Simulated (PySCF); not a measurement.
**CH2FNSi (SMILES FC1=N[SiH2]1): levels of theory compared**

Wanted: a comparison of 6 runs (HF/STO-3G, HF/3-21G, PBE0/3-21G, B3LYP/6-31G*, B3LYP/def2-SVP, PBE0/def2-SVP) of CH2FNSi. The job is set up through a Python script.

The results are computed with PySCF 2.14.0.

### Step 1. The structure to begin with

The species is CH2FNSi (6 atoms), meant as a singlet with charge 0. As SMILES, `FC1=N[SiH2]1`. The shape is that of a PBE0-D4/def2-TZVP optimisation.

Bond lengths: F1–C2 1.313 Å, C2–N3 1.261 Å, C2–Si4 1.766 Å, N3–Si4 1.801 Å, Si4–H5 1.477 Å, Si4–H6 1.477 Å. Angles: F1–C2–N3 128.8°, F1–C2–Si4 160.4°, N3–C2–Si4 70.8°, C2–N3–Si4 67.8°, C2–Si4–N3 41.4°, C2–Si4–H5 122.2°, C2–Si4–H6 122.2°, N3–Si4–H5 118.8°, N3–Si4–H6 118.8°, H5–Si4–H6 113.7°.

### Step 2. Energy and forces at HF/STO-3G (run 1)

mol.xyz

```xyz
6
CH2FNSi
F      1.423100    -1.608300     0.851500
C      0.513000    -0.815400     0.333600
N     -0.624100    -1.110900    -0.124500
Si    -0.284400     0.654600    -0.233900
H      0.001700     1.243400    -1.557500
H     -0.987300     1.572700     0.684600
```

calc.py

```python
from pyscf import gto

system = gto.Mole()
system.atom = 'mol.xyz'
system.max_memory = 1860
system.spin = 0
system.basis = 'sto-3g'
system.verbose = 4
system.build()

mf = system.RHF()
mf.conv_tol = 1e-10
mf.kernel()
if not mf.converged:
    mf = mf.newton().run(mf.mo_coeff, mf.mo_occ)

energy = mf.e_tot
print('Final energy', energy)
grad = mf.nuc_grad_method().kernel()
mf.analyze()
```

Started as:

```console
$ OMP_NUM_THREADS=1 python calc.py
```

Log:

```text
PySCF version 2.14.0

[... 78 lines left out ...]
Nuclear Repulsion Energy =             147.154559426595995
[... 7 lines left out ...]
MO #2   energy= -25.9850137075539  occ= 2
[... 5 lines left out ...]
MO #8   energy= -4.02708094863992  occ= 2
[... 5 lines left out ...]
MO #14  energy= -0.567625343201664 occ= 2
[... 5 lines left out ...]
MO #20  energy= 0.324112084608663  occ= 0
[... 5 lines left out ...]
MO #26  energy= 1.00180242508956   occ= 0
[... 35 lines left out ...]
Dipole moment(X, Y, Z, Debye):  0.58096,  2.81973, -0.15770
```

Wall time 4.2 s (1 thread of Intel Xeon at 2.50GHz (Skylake/Cascade Lake), shared host); peak memory 0.12 GiB.

### Step 3. Energy and forces at HF/3-21G (run 2)

run.py

```python
from pyscf import gto, scf

system = gto.Mole()
system.atom = '''
F    1.423100  -1.608300   0.851500
C    0.513000  -0.815400   0.333600
N   -0.624100  -1.110900  -0.124500
Si  -0.284400   0.654600  -0.233900
H    0.001700   1.243400  -1.557500
H   -0.987300   1.572700   0.684600
'''
system.verbose = 3
system.spin = 0
system.max_memory = 1860
system.basis = '3-21g'
system.build()

mf = scf.RHF(system)
mf.conv_tol = 1e-10
mf.kernel()
if not mf.converged:
    mf = mf.newton().run(mf.mo_coeff, mf.mo_occ)

etot = mf.e_tot
print('E(%s) = %.9f' % ('HF', etot))
grad = mf.nuc_grad_method().kernel()
mf.analyze()
```

Started as:

```console
$ OMP_NUM_THREADS=1 python run.py
```

Log:

```text
converged SCF energy = -479.154671160908
[... 14 lines left out ...]
MO #4   energy= -11.3227921272243  occ= 2
[... 7 lines left out ...]
MO #12  energy= -0.78260815510718  occ= 2
[... 7 lines left out ...]
MO #20  energy= 0.0918653812771995 occ= 0
[... 7 lines left out ...]
MO #28  energy= 0.512678231562218  occ= 0
[... 7 lines left out ...]
MO #36  energy= 1.46924930444508   occ= 0
[... 7 lines left out ...]
MO #44  energy= 4.20817804420303   occ= 0
[... 7 lines left out ...]
Dipole moment(X, Y, Z, Debye):  0.22222,  3.54378, -0.42230
```

Run time: 4.2 s. Hardware: 1 thread of Intel Xeon at 2.50GHz (Skylake/Cascade Lake), shared host; peak memory 0.12 GiB.

### Step 4. Energy and gradient at PBE0/3-21G (run 3)

job.py

```python
import pyscf.grad
from pyscf import gto, dft

molecule = gto.Mole()
molecule.atom = '''
F      2.689269    -3.039247     1.609102
C      0.969430    -1.540883     0.630413
N     -1.179378    -2.099297    -0.235271
Si    -0.537438     1.237015    -0.442007
H      0.003213     2.349685    -2.943248
H     -1.865727     2.971972     1.293707
'''
molecule.spin = 0
molecule.basis = '3-21g'
molecule.max_memory = 1860
molecule.unit = 'bohr'
molecule.verbose = 4
molecule.build()

mf = dft.RKS(molecule, xc='pbe0')
mf.conv_tol = 1e-10
mf.grids.level = 5
mf.kernel()
if not mf.converged:
    mf = mf.newton().run(mf.mo_coeff, mf.mo_occ)

etot = mf.e_tot
print('E = %.10f Eh' % etot)
grad = mf.Gradients().kernel()
mf.analyze()
```

Started as:

```console
$ OMP_NUM_THREADS=1 python job.py
```

Log:

```text
PySCF version 2.14.0

[... 93 lines left out ...]
Two-electron Coulomb Energy =          371.860130918008622
[... 10 lines left out ...]
MO #8   energy= -3.68333615809332  occ= 2
[... 8 lines left out ...]
MO #17  energy= -0.386001192989903 occ= 2
[... 8 lines left out ...]
MO #26  energy= 0.287361596175321  occ= 0
[... 8 lines left out ...]
MO #35  energy= 1.10714705027873   occ= 0
[... 8 lines left out ...]
MO #44  energy= 3.79443885318074   occ= 0
[... 53 lines left out ...]
Dipole moment(X, Y, Z, Debye):  0.38552,  2.56365, -0.20637
```

It took 29 s on 1 thread of Intel Xeon at 2.50GHz (Skylake/Cascade Lake), shared host; peak memory 0.47 GiB.

Runs 4 to 5 aren't shown in full; the table further down has their settings and results.

### Step 5. Energy and forces at PBE0/def2-SVP (run 6)

job.py

```python
from pyscf import gto, dft

system = gto.M(
    atom='''
F      1.423100    -1.608300     0.851500
C      0.513000    -0.815400     0.333600
N     -0.624100    -1.110900    -0.124500
Si    -0.284400     0.654600    -0.233900
H      0.001700     1.243400    -1.557500
H     -0.987300     1.572700     0.684600
''',
    basis='def2-svp',
    max_memory=1860,
    verbose=3,
)

myscf = dft.RKS(system)
myscf.xc = 'pbe0'
myscf.grids.level = 5
myscf.conv_tol = 1e-10
myscf.kernel()
if not myscf.converged:
    myscf = myscf.newton().run(myscf.mo_coeff, myscf.mo_occ)

energy = myscf.e_tot
print(f'total energy: {energy:.8f} hartree')
grad = myscf.nuc_grad_method().kernel()
myscf.analyze()
```

Started as:

```console
$ OMP_NUM_THREADS=1 python job.py
```

Log:

```text
converged SCF energy = -482.763172581451
[... 20 lines left out ...]
MO #10  energy= -0.974706115231053 occ= 2
[... 11 lines left out ...]
MO #22  energy= 0.0435847455827991 occ= 0
[... 11 lines left out ...]
MO #34  energy= 0.518679359827062  occ= 0
[... 11 lines left out ...]
MO #46  energy= 1.20258090958573   occ= 0
[... 11 lines left out ...]
MO #58  energy= 2.13099803970294   occ= 0
[... 11 lines left out ...]
MO #70  energy= 3.88060250054055   occ= 0
[... 7 lines left out ...]
Dipole moment(X, Y, Z, Debye):  0.15253,  2.56836, -0.30983
```

Wall time 50 s (1 thread of Intel Xeon at 2.50GHz (Skylake/Cascade Lake), shared host); peak memory 0.69 GiB.

### Step 6. All runs side by side

```
run                               level  integration grid  energy (Eh)  dipole moment (D)  HOMO energy (eV)  LUMO energy (eV)  wall time
  1                           HF/STO-3G                 –  -475.850541               2.88             -7.16              8.82      4.2 s
  2                            HF/3-21G                 –  -479.154671               3.58            -10.46              2.50      4.2 s
  3                          PBE0/3-21G                 5  -480.375805               2.60             -7.30             -0.63       29 s
  4  B3LYP/6-31G* (spherical functions)                 5  -483.320049               2.50             -7.08             -0.93       59 s
  5                      B3LYP/def2-SVP                 5  -483.105854               2.54             -7.21             -0.95       40 s
  6                       PBE0/def2-SVP                 5  -482.763173               2.59             -7.48             -0.78       50 s
```

### Step 7. What came out

| quantity | value |
| --- | --- |
| run 6: total energy | -482.76317 Eh |
| run 6: dipole moment | 2.59 D |
| run 6: HOMO energy | -7.48 eV |
| run 6: LUMO energy | -0.78 eV |
| run 6: HOMO–LUMO gap | 6.70 eV |
| run 6: largest force on an atom | 0.547 eV/Å |

The dipole moment (its size) runs from 2.50 D (B3LYP/6-31G*) to 3.58 D (HF/3-21G). The two ends differ in method and basis. The HOMO–LUMO gap runs from 6.15 eV (B3LYP/6-31G*) to 15.98 eV (HF/STO-3G). Totals of different functionals can't be ranked against each other. In run 1 the basis is minimal, so the values are rough. All runs together took 3.1 min, the longest 59 s.
